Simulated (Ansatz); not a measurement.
# AlFH₅NSi₂: one species, many methods

An exercise on one series of results from a longer session: the logs are not shown, and one member is left open.

The runs use Ansatz 0.2.0, Gaussian basis; functionals in def2-TZVPP, the program's frozen cores in correlated methods.

Levels to be run: LDA (SPW92), PBE-D4, revPBE-D4, BLYP-D4, r2SCAN-D4, B97M-V, PBE0-D4, B3LYP-D4, r2SCANh-D4, r2SCAN0-D4, HSE06-D4, BHLYP-D4, CAM-B3LYP-D4, LC-ωPBE, ωB97X-V, ωB97M-V, B2PLYP, PBE-QIDH; CCSD(T)/def2-SVP; CCSD(T)/def2-TZVPP; MP2/def2-QZVPP; extrapolation to the limit; RPA on PBE.

### The geometry

The geometry comes from an earlier relaxation with PBE0-D4 in a triple-zeta def2 set; it is a stationary point, not always the lowest conformer.

SMILES `N[Si@@H]1[AlH][Si@H]1F`, 10 atoms, charge 0, spin multiplicity 1.

Atoms are counted from 1 here; the program's logs count them from 0.

Bond lengths: N1–Si2 1.711 Å, N1–H6 1.006 Å, N1–H7 1.006 Å, Si2–Al3 2.508 Å, Si2–Si4 2.311 Å, Si2–H8 1.495 Å, Al3–Si4 2.316 Å, Al3–H9 1.593 Å, Si4–F5 1.611 Å, Si4–H10 1.621 Å. Angles: Si2–N1–H6 121.7°, Si2–N1–H7 123.1°, H6–N1–H7 112.5°, N1–Si2–Al3 120.2°, N1–Si2–Si4 122.2°, N1–Si2–H8 102.8°, Al3–Si2–Si4 57.3°, Al3–Si2–H8 125.6°, Si4–Si2–H8 124.7°, Si2–Al3–Si4 57.1°, Si2–Al3–H9 151.0°, Si4–Al3–H9 149.3°, Si2–Si4–Al3 65.7°, Si2–Si4–F5 142.0°, Si2–Si4–H10 77.6°, Al3–Si4–F5 148.4°, Al3–Si4–H10 54.8°, F5–Si4–H10 108.0°.

Set-up of the first run:

Contents of in.yaml:

```yaml
crystal:
  periodic: [false, false, false]
  atoms:
    - {symbol: N, position_ang: [-1.954315, -0.071176, -0.802361]}
    - {symbol: Si, position_ang: [-0.278854, -0.369023, -0.623058]}
    - {symbol: Al, position_ang: [0.722817, -0.611314, 1.663737]}
    - {symbol: Si, position_ang: [1.160676, 1.195467, 0.282843]}
    - {symbol: F, position_ang: [2.144833, 2.402531, -0.127238]}
    - {symbol: H, position_ang: [-2.427129, -0.225206, -1.676409]}
    - {symbol: H, position_ang: [-2.476419, 0.523483, -0.181293]}
    - {symbol: H, position_ang: [0.032778, -1.229296, -1.805804]}
    - {symbol: H, position_ang: [1.120629, -1.500810, 2.924059]}
    - {symbol: H, position_ang: [2.037985, -0.165758, 0.348623]}
basis:
  gaussian: {orbitals: def2-TZVPP}
hamiltonian: {xc: lda}
output: {orbitals: {seedname: orbitals}}
```

Steps of the session up to this table: LDA; PBE-D4 (GGA); revPBE-D4 (GGA); BLYP-D4 (GGA); r2SCAN-D4 (meta-GGA); B97M-V (meta-GGA); PBE0-D4 (hybrid); B3LYP-D4 (hybrid); r2SCANh-D4 (hybrid); r2SCAN0-D4 (hybrid); HSE06-D4 (hybrid); BHLYP-D4 (hybrid); CAM-B3LYP-D4 (range-separated); LC-ωPBE (range-separated); ωB97X-V (range-separated); ωB97M-V (range-separated); B2PLYP (double hybrid); PBE-QIDH (double hybrid).

One of the session's tables, all rows but one given; the rest of the session is left out.

It belongs to the step «Frontier levels by functional». 

| functional | HOMO (eV) | LUMO (eV) | gap (eV) |
| --- | --- | --- | --- |
| LDA (SPW92) | -5.40 | -2.26 | 3.14 |
| PBE-D4 | -5.28 | -2.06 | 3.22 |
| revPBE-D4 | -5.23 | -1.98 | 3.25 |
| BLYP-D4 | ? | ? | ? |
| r2SCAN-D4 | -5.47 | -1.88 | 3.59 |
| B97M-V | -5.55 | -1.92 | 3.62 |
| PBE0-D4 | -6.26 | -1.33 | 4.93 |
| B3LYP-D4 | -6.07 | -1.48 | 4.59 |
| r2SCANh-D4 | -5.84 | -1.62 | 4.22 |
| r2SCAN0-D4 | -6.38 | -1.23 | 5.15 |
| HSE06-D4 | -5.88 | -1.70 | 4.18 |
| BHLYP-D4 | -7.11 | -0.48 | 6.63 |
| CAM-B3LYP-D4 | -7.40 | -0.33 | 7.07 |
| LC-ωPBE | -8.61 | 0.65 | 9.26 |
| ωB97X-V | -8.33 | 0.58 | 8.91 |
| ωB97M-V | -8.12 | 0.36 | 8.48 |

Q: Estimate the row for BLYP-D4 from the others.

Worked estimate for «HOMO (eV)». Against the share of exact exchange, B3LYP-D4 (0.2, -6.07), BHLYP-D4 (0.5, -7.11) give a slope of -3.47 per unit share; at 0 the line stands at -5.38.

As computed: HOMO (eV): -5.12; LUMO (eV): -1.90; gap (eV): 3.23. In «HOMO (eV)» the line misses by -0.26.
